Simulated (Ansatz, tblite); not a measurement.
# The cluster Al17As17H40: removing and adding an electron

What does removing or adding an electron cost or gain for the cluster Al17As17H40? Each charged state is run at several levels.

The runs use Ansatz 0.2.0, Gaussian basis; as each input shows.

Levels to be run: charge +1 doublet, at the geometry of the singlet (PBE0-D4/def2-SVP, PBE-D4/def2-SVP, B97M-V/def2-SVP); charge -1 doublet, at the geometry of the singlet (PBE0-D4/def2-SVP, PBE-D4/def2-SVP, B97M-V/def2-SVP); the starting singlet's energies come from earlier runs.

1 further run of the same task is left out (set aside as unsound or not needed). Runs told in other sessions of the task aren't counted.

## (1) The structure

The geometry is that of the singlet, from an earlier relaxation (PBE-D4/def2-SVP).

74 atoms, charge 0, spin multiplicity 1.

Atoms are counted from 1 here; the program's logs count them from 0.

Bond lengths: As1–Al2 2.540 Å, As1–Al7 2.481 Å, As1–H35 1.525 Å, As1–H36 1.521 Å, Al2–As4 2.483 Å, Al2–H37 1.600 Å, Al2–H38 1.622 Å, Al3–As4 2.520 Å, Al3–As10 2.539 Å, Al3–H39 1.609 Å, Al3–H40 1.609 Å, As4–Al5 2.484 Å, As4–Al12 2.415 Å, Al5–As6 2.546 Å, Al5–H41 1.600 Å, Al5–H42 1.619 Å, As6–Al17 2.481 Å, As6–H43 1.522 Å and more. Angles: Al2–As1–Al7 111.2°, Al2–As1–H35 116.6°, Al2–As1–H36 113.4°, Al7–As1–H35 108.6°, Al7–As1–H36 107.0°, H35–As1–H36 99.0°, As1–Al2–As4 98.3°, As1–Al2–H37 110.6°, As1–Al2–H38 99.2°, As4–Al2–H37 115.5°, As4–Al2–H38 109.5°, H37–Al2–H38 120.3°, As4–Al3–As10 102.3°, As4–Al3–H39 108.5°, As4–Al3–H40 108.1°, As10–Al3–H39 106.7°, As10–Al3–H40 107.1°, H39–Al3–H40 122.3° and more.

## (2) Charge +1 doublet at the fixed geometry, PBE0-D4/def2-SVP

The input, in.yaml:

```yaml
crystal:
  periodic: [false, false, false]
  atoms:
    - {symbol: As, position_ang: [-1.459853, -5.212675, -0.568564]}
    - {symbol: Al, position_ang: [-3.318283, -4.193523, 0.831782]}
    - {symbol: Al, position_ang: [-3.668139, -2.127745, -2.896173]}
    - {symbol: As, position_ang: [-3.542893, -2.039045, -0.381077]}
    - {symbol: Al, position_ang: [-5.393511, -0.833511, 0.754627]}
    - {symbol: As, position_ang: [-5.257962, 1.348866, -0.549855]}
    - {symbol: Al, position_ang: [0.752355, -4.285861, 0.065203]}
    - {symbol: As, position_ang: [0.595020, -4.268409, 2.599874]}
    - {symbol: Al, position_ang: [0.523028, -2.058478, -2.980600]}
    - {symbol: As, position_ang: [-1.563941, -0.886585, -3.588227]}
    - {symbol: As, position_ang: [0.523543, -1.908957, -0.480714]}
    - {symbol: Al, position_ang: [-1.556771, -0.874861, 0.348634]}
    - {symbol: Al, position_ang: [0.396913, -2.100849, 3.844942]}
    - {symbol: As, position_ang: [-1.463359, -0.804312, 2.849958]}
    - {symbol: Al, position_ang: [-1.530371, 1.507535, -2.983875]}
    - {symbol: As, position_ang: [-1.401952, 1.439171, -0.483556]}
    - {symbol: Al, position_ang: [-3.352417, 2.806697, 0.082616]}
    - {symbol: Al, position_ang: [-1.574753, 1.461907, 3.847954]}
    - {symbol: As, position_ang: [-3.406688, 2.653714, 2.617473]}
    - {symbol: Al, position_ang: [4.614893, -2.219613, -3.035099]}
    - {symbol: As, position_ang: [2.590568, -0.838857, -3.599191]}
    - {symbol: As, position_ang: [4.477511, -1.906848, -0.482964]}
    - {symbol: Al, position_ang: [2.472026, -0.756644, 0.413955]}
    - {symbol: As, position_ang: [2.339411, -0.827438, 2.911267]}
    - {symbol: Al, position_ang: [2.685088, 1.549200, -2.928005]}
    - {symbol: As, position_ang: [0.572521, 2.665061, -3.606872]}
    - {symbol: As, position_ang: [2.637512, 1.526837, -0.418862]}
    - {symbol: Al, position_ang: [0.581265, 2.547360, 0.394601]}
    - {symbol: Al, position_ang: [2.468994, 1.425424, 3.969770]}
    - {symbol: As, position_ang: [0.490804, 2.492557, 2.893187]}
    - {symbol: Al, position_ang: [0.465903, 5.119637, -3.069917]}
    - {symbol: As, position_ang: [0.562486, 4.855107, -0.509886]}
    - {symbol: Al, position_ang: [4.659652, 2.773826, 0.330362]}
    - {symbol: As, position_ang: [4.473021, 2.418792, 2.862618]}
    - {symbol: H, position_ang: [-1.366610, -6.734681, -0.575304]}
    - {symbol: H, position_ang: [-1.629520, -4.977846, -2.061888]}
    - {symbol: H, position_ang: [-4.615128, -5.130928, 0.814446]}
    - {symbol: H, position_ang: [-2.500671, -3.954353, 2.212191]}
    - {symbol: H, position_ang: [-3.479419, -3.655603, -3.363201]}
    - {symbol: H, position_ang: [-4.920204, -1.233638, -3.365477]}
    - {symbol: H, position_ang: [-6.837323, -1.487507, 0.536355]}
    - {symbol: H, position_ang: [-4.921551, -0.327408, 2.218040]}
    - {symbol: H, position_ang: [-5.140454, 1.128801, -2.051364]}
    - {symbol: H, position_ang: [-6.526503, 2.196170, -0.541609]}
    - {symbol: H, position_ang: [2.113979, -5.007381, -0.355404]}
    - {symbol: H, position_ang: [-0.361347, -5.299198, 3.181438]}
    - {symbol: H, position_ang: [1.894174, -4.870733, 3.138594]}
    - {symbol: H, position_ang: [0.557471, -3.610019, -3.393605]}
    - {symbol: H, position_ang: [-1.578284, -0.897152, -5.117114]}
    - {symbol: H, position_ang: [0.418924, -2.272155, 5.431243]}
    - {symbol: H, position_ang: [-2.732349, -1.491176, 3.333916]}
    - {symbol: H, position_ang: [-2.850417, 2.317797, -3.406247]}
    - {symbol: H, position_ang: [-3.321167, 4.350503, -0.330207]}
    - {symbol: H, position_ang: [-1.701301, 1.568191, 5.435587]}
    - {symbol: H, position_ang: [-4.747041, 2.182491, 3.161063]}
    - {symbol: H, position_ang: [-3.430565, 4.066979, 3.194346]}
    - {symbol: H, position_ang: [4.299369, -3.777555, -3.237389]}
    - {symbol: H, position_ang: [5.976954, -1.507102, -3.483076]}
    - {symbol: H, position_ang: [2.600651, -0.798562, -5.126890]}
    - {symbol: H, position_ang: [4.661768, -3.219691, 0.268258]}
    - {symbol: H, position_ang: [5.677452, -1.156697, 0.083928]}
    - {symbol: H, position_ang: [3.595690, -1.550709, 3.391839]}
    - {symbol: H, position_ang: [4.001824, 2.312453, -3.423212]}
    - {symbol: H, position_ang: [0.613786, 2.640282, -5.134544]}
    - {symbol: H, position_ang: [2.473682, 1.450066, 5.565831]}
    - {symbol: H, position_ang: [0.504148, 3.940441, 3.376850]}
    - {symbol: H, position_ang: [-1.001620, 5.699512, -3.348059]}
    - {symbol: H, position_ang: [1.825210, 5.870501, -3.461749]}
    - {symbol: H, position_ang: [-0.555344, 5.620314, 0.189269]}
    - {symbol: H, position_ang: [1.751574, 5.574141, 0.114429]}
    - {symbol: H, position_ang: [5.992868, 1.995324, -0.098484]}
    - {symbol: H, position_ang: [4.417041, 4.350754, 0.149485]}
    - {symbol: H, position_ang: [5.628655, 1.565461, 3.378383]}
    - {symbol: H, position_ang: [4.819950, 3.682466, 3.643932]}
basis:
  gaussian: {orbitals: def2-SVP, fitting: {mean_field: def2-universal-jkfit}}
total_charge: 1
magnetization: {spin_polarized: true, initial_magnetization: 1}
hamiltonian: {xc: pbe0, dispersion: d4}
scf: {omitted_lower_state_checks: [starts]}
output: {orbitals: {seedname: orbitals}}
```

The run is started by

```sh
$ ansatz run in.yaml --threads 11 --pin off --events-out ev --progress --plain --max-ram 174080MiB --backend cuda --devices 0, --max-vram 75GiB
```

What it wrote:

```text
Functional definition: PBE0
  name "PBE0"
  cite "Adamo & Barone, J. Chem. Phys. 110, 6158 (1999) doi:10.1063/1.478522"
  cite "Perdew, Burke & Ernzerhof, Phys. Rev. Lett. 77, 3865 (1996) doi:10.1103/PhysRevLett.77.3865"
  parent pbe
  parameter a = 0.25
  parameter kappa = 0.804
  parameter beta = 0.06672455060314922
  exchange = (1 - a)*pbe_x(kappa = kappa, mu = beta*pi^2/3) + a*exact_x
  correlation = pbe_c(beta = beta)
these checks for a lower state are left out or cut short: starts
7418 factors; integrals over basis functions are off by at most 3.6e-1 eV
mean field evaluation 1: about -1146779.2827 eV, gradient 3.0e1 eV
mean field evaluation 2: about -1146780.4870 eV, gradient 2.5e1 eV
mean field evaluation 4: about -1146784.4185 eV, gradient 4.7e0 eV
mean field evaluation 8: about -1146784.5671 eV, gradient 9.8e-1 eV
mean field evaluation 16: about -1146784.5816 eV, gradient 2.9e-2 eV
mean field evaluation 32: about -1146784.5817 eV, gradient 4.4e-4 eV
mean field -1146784.58174733 eV, -42143.5560607064 hartree, gradient 9.2e-6 eV, S^2 0.753185; 0 other end points of the search recorded, 0 dependent functions left out
reference -1146784.58184585 eV, -42143.5560643268 hartree; 411, 410 occupied and 639, 640 virtual orbitals, 7418 factors
Total energy: -1146790.63078275 eV, -42143.7783586578 hartree
Checks for a lower state left out: starts
```

It took 45 s on 1 × H100 with 11 threads of AMD EPYC 7R13, shared host; peak host memory 2.1 GiB.

From the report: HOMO -9.40 eV, LUMO -8.45 eV (over both spins); ⟨S²⟩ 0.753 (pure: 0.75).

## (3) Charge +1 doublet at the fixed geometry, PBE-D4/def2-SVP

start.molden holds the orbitals of an earlier run on this state, given as this run's starting guess.

Edit in.yaml of step 2 so:

```diff
@@ -78,6 +78,6 @@
 basis:
-  gaussian: {orbitals: def2-SVP, fitting: {mean_field: def2-universal-jkfit}}
+  gaussian: {orbitals: def2-SVP, fitting: {mean_field: def2-universal-jkfit}, initial_orbitals: start.molden}
 total_charge: 1
 magnetization: {spin_polarized: true, initial_magnetization: 1}
-hamiltonian: {xc: pbe0, dispersion: d4}
+hamiltonian: {xc: pbe, dispersion: d4}
 scf: {omitted_lower_state_checks: [starts]}
```

Same command.

What it wrote:

```text
Functional definition: PBE
  name "PBE"
  cite "Perdew, Burke & Ernzerhof, Phys. Rev. Lett. 77, 3865 (1996) doi:10.1103/PhysRevLett.77.3865"
  parent pbe
  parameter kappa = 0.804
  parameter beta = 0.06672455060314922
  exchange = pbe_x(kappa = kappa, mu = beta*pi^2/3)
  correlation = pbe_c(beta = beta)
these checks for a lower state are left out or cut short: starts
7418 factors; integrals over basis functions are off by at most 3.6e-1 eV
mean field evaluation 1: about -1146739.8096 eV, gradient 1.6e1 eV
mean field evaluation 2: about -1146740.7284 eV, gradient 9.8e-1 eV
mean field evaluation 4: about -1146740.7299 eV, gradient 9.8e-2 eV
mean field evaluation 8: about -1146740.7302 eV, gradient 2.3e-5 eV
mean field -1146740.73018809 eV, -42141.9445456279 hartree, gradient 4.3e-6 eV, S^2 0.750775; 0 other end points of the search recorded, 0 dependent functions left out
reference -1146740.73032009 eV, -42141.9445504787 hartree; 411, 410 occupied and 639, 640 virtual orbitals, 7418 factors
Total energy: -1146747.26773286 eV, -42142.1847959669 hartree
Checks for a lower state left out: starts
```

It took 16 s on 1 × H100 with 11 threads of AMD EPYC 7R13, shared host; peak host memory 2 GiB.

From the report: HOMO -8.39 eV, LUMO -8.32 eV (over both spins); ⟨S²⟩ 0.751 (pure: 0.75).

## (4) Charge +1 doublet at the fixed geometry, B97M-V/def2-SVP

Edit in.yaml of step 3 so:

```diff
@@ -81,3 +81,3 @@
 magnetization: {spin_polarized: true, initial_magnetization: 1}
-hamiltonian: {xc: pbe, dispersion: d4}
+hamiltonian: {xc: {name: B97M-V}}
 scf: {omitted_lower_state_checks: [starts]}
```

Launched as before.

What it wrote (excerpt; [...] marks lines left out):

```text
Functional definition: B97M-V
  name "B97M-V"
  cite "Mardirossian & Head-Gordon, J. Chem. Phys. 142, 074111 (2015) doi:10.1063/1.4907719"
  cite "Becke, J. Chem. Phys. 107, 8554 (1997) doi:10.1063/1.475007"
  cite "Vydrov & Van Voorhis, J. Chem. Phys. 133, 244103 (2010) doi:10.1063/1.3521275"
  # Of w^i u^j: cxij and so on, Table III.
[...]
  gx(w, u) = cx00 + cx01*u + cx02*u^2 + (cx10 + cx11*u)*w
  gss(w, u) = css00 + css02*u^2 + css10*w + (css32*w^3 + css42*w^4)*u^2
  gos(w, u) = cos00 + cos01*u + cos03*u^3 + cos10*w + cos32*w^3*u^2
[...]
      + integral(e_c_pw_mod_opposite_spin*gos(b97_w_opposite, b97_u_opposite)) + vv10(b, c)
[...]
7418 factors; integrals over basis functions are off by at most 3.6e-1 eV
[...]
mean field -1146747.89166312 eV, -42142.2077249811 hartree, gradient 6.0e-6 eV, S^2 0.751280; 0 other end points of the search recorded, 0 dependent functions left out
reference -1146747.89186666 eV, -42142.2077324609 hartree; 411, 410 occupied and 639, 640 virtual orbitals, 7418 factors
Total energy: -1146747.89186666 eV, -42142.2077324609 hartree
Checks for a lower state left out: starts
```

Run time: 28 s. Hardware: 1 × H100 with 11 threads of AMD EPYC 7R13, shared host; peak host memory 3.8 GiB.

HOMO -8.82 eV, LUMO -8.72 eV (over both spins); ⟨S²⟩ 0.751 (pure: 0.75).

## (5) Vertical ionisation energy

Charged state less starting state, singlet to doublet; the starting state's energies are those of its earlier runs.

| level | vertical ionisation energy (eV) | time |
| --- | --- | --- |
| PBE-D4/def2-SVP | +7.13 | 24 s |
| B97M-V/def2-SVP | +7.47 | 44 s |
| PBE0-D4/def2-SVP | +7.67 | 62 s |

Times add the two runs; a level without a time comes out of a correlated run.

Beside −ε(HOMO) of the starting state:

| level | −ε(HOMO) (eV) | by difference (eV) | mismatch (eV) |
| --- | --- | --- | --- |
| PBE-D4/def2-SVP | 5.78 | 7.13 | -1.35 |
| B97M-V/def2-SVP | 6.20 | 7.47 | -1.27 |
| PBE0-D4/def2-SVP | 6.74 | 7.67 | -0.93 |

## (6) Charge -1 doublet at the fixed geometry, PBE0-D4/def2-SVP

Edit in.yaml of step 4 so:

```diff
@@ -78,6 +78,6 @@
 basis:
-  gaussian: {orbitals: def2-SVP, fitting: {mean_field: def2-universal-jkfit}, initial_orbitals: start.molden}
-total_charge: 1
+  gaussian: {orbitals: def2-SVP, fitting: {mean_field: def2-universal-jkfit}}
+total_charge: -1
 magnetization: {spin_polarized: true, initial_magnetization: 1}
-hamiltonian: {xc: {name: B97M-V}}
+hamiltonian: {xc: pbe0, dispersion: d4}
 scf: {omitted_lower_state_checks: [starts]}
```

Same command.

What it wrote (excerpt; [...] marks lines left out):

```text
Functional definition: PBE0
  name "PBE0"
  cite "Adamo & Barone, J. Chem. Phys. 110, 6158 (1999) doi:10.1063/1.478522"
  cite "Perdew, Burke & Ernzerhof, Phys. Rev. Lett. 77, 3865 (1996) doi:10.1103/PhysRevLett.77.3865"
  parent pbe
[...]
7418 factors; integrals over basis functions are off by at most 3.6e-1 eV
[...]
mean field -1146793.53568766 eV, -42143.8851119445 hartree, gradient 9.4e-6 eV, S^2 0.752359; 0 other end points of the search recorded, 0 dependent functions left out
reference -1146793.53578478 eV, -42143.8851155134 hartree; 412, 411 occupied and 638, 639 virtual orbitals, 7418 factors
Total energy: -1146799.72516409 eV, -42144.1125710077 hartree
Checks for a lower state left out: starts
```

Wall time 37 s (1 × H100 with 11 threads of AMD EPYC 7R13, shared host); peak host memory 2.1 GiB.

From the report: HOMO -0.54 eV, LUMO 0.56 eV (over both spins); ⟨S²⟩ 0.752 (pure: 0.75).

## (7) Charge -1 doublet at the fixed geometry, PBE-D4/def2-SVP

Edit in.yaml of step 6 so:

```diff
@@ -78,6 +78,6 @@
 basis:
-  gaussian: {orbitals: def2-SVP, fitting: {mean_field: def2-universal-jkfit}}
+  gaussian: {orbitals: def2-SVP, fitting: {mean_field: def2-universal-jkfit}, initial_orbitals: start.molden}
 total_charge: -1
 magnetization: {spin_polarized: true, initial_magnetization: 1}
-hamiltonian: {xc: pbe0, dispersion: d4}
+hamiltonian: {xc: pbe, dispersion: d4}
 scf: {omitted_lower_state_checks: [starts]}
```

Same command.

What it wrote:

```text
Functional definition: PBE
  name "PBE"
  cite "Perdew, Burke & Ernzerhof, Phys. Rev. Lett. 77, 3865 (1996) doi:10.1103/PhysRevLett.77.3865"
  parent pbe
  parameter kappa = 0.804
  parameter beta = 0.06672455060314922
  exchange = pbe_x(kappa = kappa, mu = beta*pi^2/3)
  correlation = pbe_c(beta = beta)
these checks for a lower state are left out or cut short: starts
7418 factors; integrals over basis functions are off by at most 3.6e-1 eV
mean field evaluation 1: about -1146748.3694 eV, gradient 1.6e1 eV
mean field evaluation 2: about -1146749.2967 eV, gradient 9.4e-1 eV
mean field evaluation 4: about -1146749.2975 eV, gradient 9.5e-2 eV
mean field evaluation 8: about -1146749.2978 eV, gradient 8.3e-5 eV
mean field -1146749.29781640 eV, -42142.2594001610 hartree, gradient 6.7e-6 eV, S^2 0.751519; 0 other end points of the search recorded, 0 dependent functions left out
reference -1146749.29794747 eV, -42142.2594049776 hartree; 412, 411 occupied and 638, 639 virtual orbitals, 7418 factors
Total energy: -1146755.98875934 eV, -42142.5052877786 hartree
Checks for a lower state left out: starts
```

Run time: 15 s. Hardware: 1 × H100 with 11 threads of AMD EPYC 7R13, shared host; peak host memory 2.1 GiB.

Report: HOMO -0.25 eV, LUMO -0.10 eV (over both spins); ⟨S²⟩ 0.752 (pure: 0.75).

## (8) Charge -1 doublet at the fixed geometry, B97M-V/def2-SVP

Edit in.yaml of step 7 so:

```diff
@@ -81,3 +81,3 @@
 magnetization: {spin_polarized: true, initial_magnetization: 1}
-hamiltonian: {xc: pbe, dispersion: d4}
+hamiltonian: {xc: {name: B97M-V}}
 scf: {omitted_lower_state_checks: [starts]}
```

The command is unchanged.

What it wrote (excerpt; [...] marks lines left out):

```text
Functional definition: B97M-V
  name "B97M-V"
  cite "Mardirossian & Head-Gordon, J. Chem. Phys. 142, 074111 (2015) doi:10.1063/1.4907719"
  cite "Becke, J. Chem. Phys. 107, 8554 (1997) doi:10.1063/1.475007"
  cite "Vydrov & Van Voorhis, J. Chem. Phys. 133, 244103 (2010) doi:10.1063/1.3521275"
  # Of w^i u^j: cxij and so on, Table III.
[...]
  gx(w, u) = cx00 + cx01*u + cx02*u^2 + (cx10 + cx11*u)*w
  gss(w, u) = css00 + css02*u^2 + css10*w + (css32*w^3 + css42*w^4)*u^2
  gos(w, u) = cos00 + cos01*u + cos03*u^3 + cos10*w + cos32*w^3*u^2
[...]
      + integral(e_c_pw_mod_opposite_spin*gos(b97_w_opposite, b97_u_opposite)) + vv10(b, c)
[...]
7418 factors; integrals over basis functions are off by at most 3.6e-1 eV
[...]
mean field -1146756.88784755 eV, -42142.5383286610 hartree, gradient 7.0e-6 eV, S^2 0.752375; 0 other end points of the search recorded, 0 dependent functions left out
reference -1146756.88804963 eV, -42142.5383360874 hartree; 412, 411 occupied and 638, 639 virtual orbitals, 7418 factors
Total energy: -1146756.88804963 eV, -42142.5383360874 hartree
Checks for a lower state left out: starts
```

Wall time 28 s (1 × H100 with 11 threads of AMD EPYC 7R13, shared host); peak host memory 3.8 GiB.

HOMO -0.29 eV, LUMO -0.08 eV (over both spins); ⟨S²⟩ 0.752 (pure: 0.75).

## (9) Vertical electron affinity

Starting state less charged state (positive: the electron is bound), singlet to doublet; the starting state's energies are those of its earlier runs.

| level | vertical electron affinity (eV) | time |
| --- | --- | --- |
| PBE-D4/def2-SVP | +1.59 | 24 s |
| B97M-V/def2-SVP | +1.53 | 43 s |
| PBE0-D4/def2-SVP | +1.43 | 54 s |

Times add the two runs; a level without a time comes out of a correlated run.

Beside −ε(LUMO) of the starting state:

| level | −ε(LUMO) (eV) | by difference (eV) | mismatch (eV) |
| --- | --- | --- | --- |
| PBE-D4/def2-SVP | 2.75 | 1.59 | +1.16 |
| B97M-V/def2-SVP | 2.83 | 1.53 | +1.30 |
| PBE0-D4/def2-SVP | 2.14 | 1.43 | +0.71 |

## (10) What came out

| quantity | value |
| --- | --- |
| vertical ionisation energy, functionals in def2-SVP | 7.13 (PBE-D4) to 7.67 eV (PBE0-D4) |
| vertical electron affinity, functionals in def2-SVP | 1.43 (PBE0-D4) to 1.59 eV (PBE-D4) |

**Reading.** The vertical ionisation energy spans 7.13 to 7.67 eV over the functionals. −ε(HOMO) misses the level's own difference by -0.93 eV at best (PBE0-D4) and -1.35 eV at worst (PBE-D4). The vertical electron affinity spans 1.43 to 1.59 eV over the functionals. −ε(LUMO) misses the level's own difference by +0.71 eV at best (PBE0-D4) and +1.30 eV at worst (B97M-V).
